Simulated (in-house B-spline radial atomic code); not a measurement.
# Rb: a fraction of an electron removed from 3p

Aim: the energy of Rb as a fraction of an electron is removed from 3p, to see how far it bends away from a straight line.

Method: scalar-relativistic (spin-free one-electron X2C) HSE06, spin-polarised, spherical fractional occupations, Fermi nucleus, basis-set limit. Code: in-house B-spline radial atomic code version 1.

### 1 The atom as given

| Quantity | Value |
| --- | --- |
| element | rubidium (Z = 37) |
| charge | 0 |
| electrons | 37 |
| configuration | [Kr] 5s1 |
| Hamiltonian | scalar-relativistic (X2C) |
| nucleus | Fermi, rms radius 4.204 fm |

Outer shells as boxes (Hund's rule):

[Kr] 5s1
```
[Kr] core
5s [↑ ]
```

Where spins are not typed, each open shell is filled with up spins first.

### 2 The start, at fraction 0

The run's settings:

```ini
Z = 37
electrons = 37.0
configuration = [Kr] 5s1
hamiltonian = x2c
method = hse06
spin_polarised = True
nucleus = fermi
rms_radius = 4.2036
mass_number = 85
atomic_mass = 84.91178973604
speed_of_light = 137.035999084
```

### 3 0.08 electron removed from 3p

Settings: those of step 2 with these lines changed.

```diff
@@ -1,4 +1,4 @@
 Z = 37
-electrons = 37.0
-configuration = [Kr] 5s1
+electrons = 36.92
+configuration = [Ne] 3s2 3p5.92 3d10 4s2 4p6 5s1
 hamiltonian = x2c
```

### 4 0.21 electron removed from 3p

Settings: those of step 3 with these lines changed.

```diff
@@ -1,4 +1,4 @@
 Z = 37
-electrons = 36.92
-configuration = [Ne] 3s2 3p5.92 3d10 4s2 4p6 5s1
+electrons = 36.79
+configuration = [Ne] 3s2 3p5.79 3d10 4s2 4p6 5s1
 hamiltonian = x2c
```

### 5 0.34 electron removed from 3p

Settings: those of step 4 with these lines changed.

```diff
@@ -1,4 +1,4 @@
 Z = 37
-electrons = 36.79
-configuration = [Ne] 3s2 3p5.79 3d10 4s2 4p6 5s1
+electrons = 36.66
+configuration = [Ne] 3s2 3p5.66 3d10 4s2 4p6 5s1
 hamiltonian = x2c
```

### 6 0.48 electron removed from 3p

Settings: those of step 5 with these lines changed.

```diff
@@ -1,4 +1,4 @@
 Z = 37
-electrons = 36.66
-configuration = [Ne] 3s2 3p5.66 3d10 4s2 4p6 5s1
+electrons = 36.519999999999996
+configuration = [Ne] 3s2 3p5.52 3d10 4s2 4p6 5s1
 hamiltonian = x2c
```

### 7 0.5 electron removed from 3p

Settings: those of step 6 with these lines changed.

```diff
@@ -1,4 +1,4 @@
 Z = 37
-electrons = 36.519999999999996
-configuration = [Ne] 3s2 3p5.52 3d10 4s2 4p6 5s1
+electrons = 36.5
+configuration = [Ne] 3s2 3p5.5 3d10 4s2 4p6 5s1
 hamiltonian = x2c
```

### 8 0.56 electron removed from 3p

Settings: those of step 7 with these lines changed.

```diff
@@ -1,4 +1,4 @@
 Z = 37
-electrons = 36.5
-configuration = [Ne] 3s2 3p5.5 3d10 4s2 4p6 5s1
+electrons = 36.44
+configuration = [Ne] 3s2 3p5.44 3d10 4s2 4p6 5s1
 hamiltonian = x2c
```

### 9 0.73 electron removed from 3p

Settings: those of step 8 with these lines changed.

```diff
@@ -1,4 +1,4 @@
 Z = 37
-electrons = 36.44
-configuration = [Ne] 3s2 3p5.44 3d10 4s2 4p6 5s1
+electrons = 36.269999999999996
+configuration = [Ne] 3s2 3p5.27 3d10 4s2 4p6 5s1
 hamiltonian = x2c
```

### 10 0.82 electron removed from 3p

The run's settings:

```ini
Z = 37
electrons = 36.18
configuration = [Ne] 3s2 3p5.18 3d10 4s2 4p6 5s1
hamiltonian = x2c
method = hse06
spin_polarised = True
nucleus = fermi
rms_radius = 4.2036
mass_number = 85
atomic_mass = 84.91178973604
speed_of_light = 137.035999084
```

### 11 0.92 electron removed from 3p

Settings: those of step 10 with these lines changed.

```diff
@@ -1,4 +1,4 @@
 Z = 37
-electrons = 36.18
-configuration = [Ne] 3s2 3p5.18 3d10 4s2 4p6 5s1
+electrons = 36.08
+configuration = [Ne] 3s2 3p5.08 3d10 4s2 4p6 5s1
 hamiltonian = x2c
```

### 12 1 electron removed from 3p

Settings: those of step 11 with these lines changed.

```diff
@@ -1,4 +1,4 @@
 Z = 37
-electrons = 36.08
-configuration = [Ne] 3s2 3p5.08 3d10 4s2 4p6 5s1
+electrons = 36.0
+configuration = [Ne] 3s2 3p5 3d10 4s2 4p6 5s1
 hamiltonian = x2c
```

Before running: How does the energy change with the fraction, and which way and how far does it bend from the straight line between the ends?

As calculated:

| fraction | energy change (eV) | less the straight line (eV) | level 3p down (eV) | sum of <r²> (bohr²) |
| --- | --- | --- | --- | --- |
| 0 | 0.0000 | 0.0000 | -233.52 | 62.642 |
| 0.08 | 18.7492 | -0.8141 | -235.21 | 60.255 |
| 0.21 | 49.5085 | -1.8453 | -238.01 | 56.953 |
| 0.34 | 80.6350 | -2.5090 | -240.86 | 54.184 |
| 0.48 | 114.5739 | -2.8059 | -243.99 | 51.641 |
| 0.5 | 119.4582 | -2.8126 | -244.44 | 51.308 |
| 0.56 | 134.1649 | -2.7783 | -245.79 | 50.346 |
| 0.73 | 176.2792 | -2.2361 | -249.68 | 47.896 |
| 0.82 | 198.8442 | -1.6798 | -251.77 | 46.736 |
| 0.92 | 224.1376 | -0.8405 | -254.11 | 45.539 |
| 1 | 244.5414 | 0.0000 | -255.99 | 44.643 |

**Reading.** From fraction 0 to 1 the energy changes by 244.541 eV. It sags under the straight line by up to 2.81 eV (at 0.5). Slater's transition state, the slope from the orbital energy at fraction 0.5 (Janak's theorem), gives 244.435 eV for the whole step. Here exact exchange is taken at spherical fractional occupations, which leaves self-interaction in open p, d and f shells; that spoils the energies somewhat, at whole numbers too.
